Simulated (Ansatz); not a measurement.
Working through a single point from an input written key by key of H4NO2Si, SMILES N[SiH]([O])O

Computed with Ansatz's Python interface.

`h4no2si.yaml`
```yaml
crystal:
  periodic: [false, false, false]
  atoms:
    - { symbol: "N", position_ang: [-0.1277, 1.2559, -0.2655] }
    - { symbol: Si, position_ang: [0.5699, -0.2829, 0.0969] }
    - { symbol: O, position_ang: [1.671, -0.0861, 1.3606] }
    - { symbol: O, position_ang: [-0.5672, -1.3845, 0.5704] }
    - { symbol: H, position_ang: [-0.8719, 1.1244, -1.0535] }
    - { symbol: H, position_ang: [-0.7155, 1.6037, 0.5686] }
    - { symbol: H, position_ang: [1.2938, -0.7861, -1.0914] }
    - { symbol: H, position_ang: [-1.1602, -1.5015, -0.2418] }
magnetization:
  spin_polarized: true
  initial_magnetization: 1
basis:
  gaussian: { orbitals: def2-SVP }
correlation:
  method: mp2
output:
  forces: true
```

The cells in order, each with its output:

**Cell 1**
```python
import ansatz
import numpy as np
```

**Cell 2**
```python
session = ansatz.Session.from_deck("h4no2si.yaml")
summary = session.plan(threads=1).execute().report

print(f"E = {summary['free_energy_ev']:.6f} eV = {summary['free_energy_ev'] / 27.211386246:.7f} Ha")
print("converged:", summary["converged"], " doubts:", summary["published_state_doubts"] or "none")
symbols = ["N", "Si", "O", "O", "H", "H", "H", "H"]
print("correlation energy", round(summary["free_energy_ev"] - summary["reference_energy_ev"], 5), "eV")
cluster = summary["correlation"].get("coupled_cluster")
if cluster:
    print("cycles", cluster["cycles"], " T1 diagnostic", round(cluster["t1_diagnostic"], 4), " largest double", round(cluster["largest_double"], 4))
field = summary["mean_field"]
print("<S^2> =", round(abs(field["state"]["spin_squared"]), 4), " all-electron relativity setting:", field["relativity"])
print("passes:", field["passes"])
if "symmetry" in field:
    print("occupied orbitals by irrep:", field["symmetry"]["occupied"])

print("forces (eV/A)")
for symbol, f in zip(symbols, summary["forces_ev_ang"]):
    print(f"  {symbol:2s} {f[0]:9.4f} {f[1]:9.4f} {f[2]:9.4f}")
charges = summary["charge_distribution"]
print("dipole moment", round(4.803205 * float(np.linalg.norm(charges["dipole_moment_e_ang"])), 3), "D")
print("Mulliken:", [(s, round(q, 3)) for s, q in zip(symbols, charges["mulliken_charges_e"])])
```
Output:
```text
E = -13491.888338 eV = -495.8177513 Ha
converged: True  doubts: none
correlation energy -16.17879 eV
<S^2> = 0.7548  all-electron relativity setting: none
passes: {'evaluations': 98, 'products': 418}
occupied orbitals by irrep: [{'A': 21}, {'A': 20}]
forces (eV/A)
  N    -2.9955    0.5569   -0.0221
  Si    0.4859    0.0430   -0.4460
  O     0.0248    0.2044    0.2327
  O    -1.5224   -0.6657   -1.6923
  H     1.8650    0.4705    1.6803
  H     1.2334   -0.5424   -1.6127
  H    -0.1129    0.0441   -0.0030
  H     1.0216   -0.1108    1.8632
dipole moment 3.685 D
Mulliken: [('N', -0.476), ('Si', 0.918), ('O', -0.33), ('O', -0.459), ('H', 0.147), ('H', 0.155), ('H', -0.165), ('H', 0.211)]
```

Caveats:
- Total energies depend on the basis set; only differences at equal settings carry meaning.
- The geometry is a force-field or estimated start, not a minimum of this method, and the basis set is short of its limit.
- The species is open-shell (spin multiplicity 2).
- Timing: 14 s on 1 thread of Arm Neoverse V1, with other jobs on the host, peak memory 0.24 GiB.

(Lines on the test bed's own set-up are left out of the output.)
